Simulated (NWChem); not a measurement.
**ZnNH3 (SMILES [NH2][ZnH]): M08-HX/6-31G(d)/LANL2DZ (core potential, spherical functions, ncydp 15, trust 0.2)**

We compute a geometry optimisation of ZnNH3. 

Program for the calculation: NWChem 7.3.0.

### 1 The structure to begin with

The species is ZnNH3 (5 atoms), meant as a singlet with charge 0. SMILES: `[NH2][ZnH]`. All atoms were displaced at random from a relaxed shape. The run starts from this shape.

Bond lengths: N1–Zn2 1.857 Å, N1–H3 0.984 Å, N1–H4 0.987 Å, Zn2–H5 1.539 Å. Angles: N1–Zn2–H5 174.9°, Zn2–N1–H3 114.8°, Zn2–N1–H4 118.4°, H3–N1–H4 110.4°.

### 2 A geometry optimisation at M08-HX/6-31G(d)/LANL2DZ (core potential, spherical functions, ncydp 15, trust 0.2)

The input, job.nw:

```
start job
title "H3NZn"
memory 2200 mb
geometry units angstrom noautosym
   zmatrix
     N
     Zn 1 1.856543
     H 1 0.984408 2 114.8416
     H 1 0.9874 3 110.40528 2 136.96447
     H 2 1.538867 3 161.91146 1 168.60154
   end
end
basis spherical bse
   N library 6-31G*
   Zn library LANL2DZ
   H library 6-31G*
end
ecp bse
   Zn library LANL2DZ
end
dft
   xc m08-hx
   grid fine
   convergence energy 1e-05 damp 20 ncydp 15
   maxiter 50
   print low
end
driver
   maxiter 60
   trust 0.2
end
task dft optimize
```

Run with:

```
nwchem job.nw > job.out
```

What values should one expect? Wanted: total energy at the end.

Computed results:

Level: M08-HX/6-31G*/LANL2DZ (core potential, spherical functions, ncydp 15, trust 0.2).

```
               quantity          value
total energy at the end  -121.51359 Eh
```

At the final geometry: Bond lengths: N1–Zn2 1.864 Å, N1–H3 1.011 Å, N1–H4 1.011 Å, Zn2–H5 1.602 Å. Angles: N1–Zn2–H5 179.2°, Zn2–N1–H3 125.3°, Zn2–N1–H4 125.3°, H3–N1–H4 109.2°. The optimisation took 15 steps and changed the energy by -0.108 eV.
